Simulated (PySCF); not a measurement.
# AlI (Aluminum Monoiodide): the cost of one run

Programs: PySCF 2.14.0, with routines of our own; each step states its level. All values are computed. Atoms count from 0.

## Step 1: The starting structure

2 atoms, charge 0, multiplicity 1; geometry from: GFN2-xTB.

## Step 2: Optimising the geometry at PBE0-D3(BJ)/def2-SVP

The job: settings as JSON, then the geometry in Å.

```
{"job": {"xc": "PBE0", "basis": "def2-SVP", "d3": "d3bj", "grid": 1, "maxiter": 30, "shake": 0.01, "kind": "geom"}, "charge": 0, "multiplicity": 1}
Al     1.298000    -0.028570     0.001480
I     -1.280510    -0.000250    -0.013600
```

Command:

```
> OMP_NUM_THREADS=1 python heavy_run.py task.json out
```

One launch serves the whole session: the jobs run in the order shown.

Q: Estimate the wall time and peak memory of this first job on 1 thread of Arm Neoverse V1, shared host.

About 3.6 s, with a peak of 0.25 GiB.
